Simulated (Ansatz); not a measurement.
# SiGeO4: the cost of one run

Method: DFT PBE, scalar-relativistic, plane waves, PAW, unless a step names another level, in Ansatz 0.2.0.

## (1) The system as given

The structure is tetragonal, space group I-4 (No. 82). The conventional cell has a = 5.036 Å, b = 5.036 Å, c = 7.501 Å, α = 90.00°, β = 90.00°, γ = 90.00°. Si (site symmetry -4) is surrounded by 4 O at 1.64 Å. Ge (site symmetry -4) has 4 O at 1.76 Å as nearest neighbours. Around O (site symmetry 1) lie 1 Si at 1.64 Å and 1 Ge at 1.76 Å.

As a file:

```cif
data_structure
_symmetry_space_group_name_H-M 'I-4'
_symmetry_Int_Tables_number 82
_cell_length_a 5.0363
_cell_length_b 5.0363
_cell_length_c 7.5008
_cell_angle_alpha 90.000
_cell_angle_beta 90.000
_cell_angle_gamma 90.000
_cell_volume 190.25
loop_
_atom_site_label
_atom_site_type_symbol
_atom_site_symmetry_multiplicity
_atom_site_Wyckoff_symbol
_atom_site_fract_x
_atom_site_fract_y
_atom_site_fract_z
_atom_site_occupancy
Si1 Si 2 a 0.00000 0.00000 0.00000 1
Ge1 Ge 2 d 0.50000 0.00000 0.25000 1
O1 O 8 g 0.37200 0.26094 0.37973 1
```

The cell was relaxed beforehand at this level, from a generated guess; it needn't be the stable form of this composition. At a tolerance of 0.02 Å it has space group I-4 (No. 82); it has 15.85 Å³/atom, an uncorrected energy of -2.18 eV/atom over the elements and, on its mesh, gap 4.62 eV.

## (2) Elastic constants, atoms relaxed

File input.yaml:

```yaml
crystal:
  lattice:
    - [-2.5222065704, 2.5222065704, 3.7505730826]
    - [2.5222065704, -2.5222065704, 3.7505730826]
    - [2.5222065704, 2.5222065704, -3.7505730826]
  atoms:
    - { symbol: Si, position: [0.0, 0.0, 0.0] }
    - { symbol: Ge, position: [0.25, 0.75, 0.5] }
    - { symbol: O, position: [0.640653375, 0.7528260283, 0.6340402433] }
    - { symbol: O, position: [0.2471739717, 0.8812142149, 0.8878273467] }
    - { symbol: O, position: [0.1187857851, 0.0066131318, 0.3659597567] }
    - { symbol: O, position: [0.9933868682, 0.359346625, 0.1121726533] }
basis:
  ecutwfc: 420
kpoints:
  mp_grid: { grid: [6, 6, 6] }
hamiltonian:
  xc: pbe
scf:
  occupations: { method: fixed }
output:
  forces: true
  stress: true
  eigenvalues: true
  polarization: {}
elastic:
  mode: relaxed_ion
  stencil: two_point
```

Started as:

```
ansatz run input.yaml --threads 1 --pin off --max-ram 2560MiB --backend cpu --events-out ev --progress --plain --runs-dir out
```

What time and memory should one allow on 1 thread of Intel Xeon at 2.50GHz (Skylake/Cascade Lake), shared host?

About 34 min, with a peak of 0.56 GiB.
